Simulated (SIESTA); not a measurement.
A run of SIESTA 5.4.2 is set up as follows.

The input run.py:

```python
from ase.io import read
from ase.calculators.siesta import Siesta
from ase.units import Ry, GPa
from ase.optimize import LBFGS

atoms = read("Ir.cif")

fdf = {
    'SCFMustConverge': False,
    'OccupationFunction': 'FD',
    'ElectronicTemperature': '0.05 eV',
    'Slab.DipoleCorrection': 'vacuum',
    'MaxSCFIterations': '120',
    'SCF.Mixer.Method': 'Pulay',
    'SCF.Mixer.Weight': '0.25',
    'SCF.Mixer.History': '8',
    'SCF.DM.Tolerance': '5.0e-05',
    'SCF.H.Tolerance': '1.0e-03 eV',
    'WriteForces': 'true',
    'Charge.Mulliken': 'end',
    'PAO.Basis': ['Ir.1 5', 'n=5 0 2', '  2.799 0.000', 'n=6 0 2', '  6.735 0.000', 'n=5 1 2', '  3.326 0.000', 'n=6 1 1', '  6.735', 'n=5 2 2', '  5.602 0.000'],
}
calc = Siesta(
    label="Ir",
    command="siesta < PREFIX.fdf > PREFIX.out",
    pseudo_path="pseudos",
    pseudo_qualifier="",
    xc=('GGA', 'WC'),
    basis_set="DZP",
    mesh_cutoff=800 * Ry,
    energy_shift=0.003 * Ry,
    kpts=[11, 11, 1],
    spin="non-polarized",
    fdf_arguments=fdf,
)
atoms.calc = calc

opt = LBFGS(atoms, trajectory="relax.traj")
converged = opt.run(fmax=0.01, steps=40)
print("converged:", converged)
print("cell (A):", atoms.cell.cellpar().round(5))
print("scaled positions:")
print(atoms.get_scaled_positions().round(6))
print(f"energy = {atoms.get_potential_energy():.6f} eV")
free = atoms.get_potential_energy(force_consistent=True)
print(f"free energy = {free:.6f} eV")
print("forces (eV/A):")
print(atoms.get_forces(apply_constraint=False).round(6))
print("stress (GPa, Voigt order, tension positive):", (atoms.get_stress() / GPa).round(4))
```

The input Ir.cif:

```cif
data_Ir
_cell_length_a 2.45184000
_cell_length_b 2.45184000
_cell_length_c 23.80000000
_cell_angle_alpha 90.00000000
_cell_angle_beta 90.00000000
_cell_angle_gamma 90.00000000
_space_group_name_H-M_alt 'P1'
_space_group_name_Hall 'P 1'
_space_group_IT_number 1
loop_
_space_group_symop_operation_xyz
'x,y,z'
loop_
_atom_site_label
_atom_site_type_symbol
_atom_site_symmetry_multiplicity
_atom_site_Wyckoff_symbol
_atom_site_fract_x
_atom_site_fract_y
_atom_site_fract_z
_atom_site_occupancy
Ir1 Ir 1 a 0.0000000000 0.0000000000 0.2941200000 1
```

Potentials or basis: PseudoDojo 0.4 standard (PBE files), DZP (energy shift 0.003 Ry; two zetas on semicore shells).

Launch:

```bash
$ python run.py
```

Q: Predict the band gap on the k mesh.

A: None (metal or under the smearing width).

Stress tensor (GPa, compression positive):
```
-0.24  0.00  0.00
 0.00 -0.24  0.00
 0.00  0.00  0.00
```

Caveat: the relaxation stopped at its first step, so nothing moved; the potentials were made for another functional, which shifts forces and pressure; short orbitals over semicore shells can move pressures by several GPa; the valence orbitals were made in a potential fitted to the semicore shell under them, which widens gaps by tenths of an eV or more; the basis of atomic orbitals isn't converged, which shifts pressures, moduli and gaps. The run has no spin-orbit coupling, so splittings on Ir are missing.
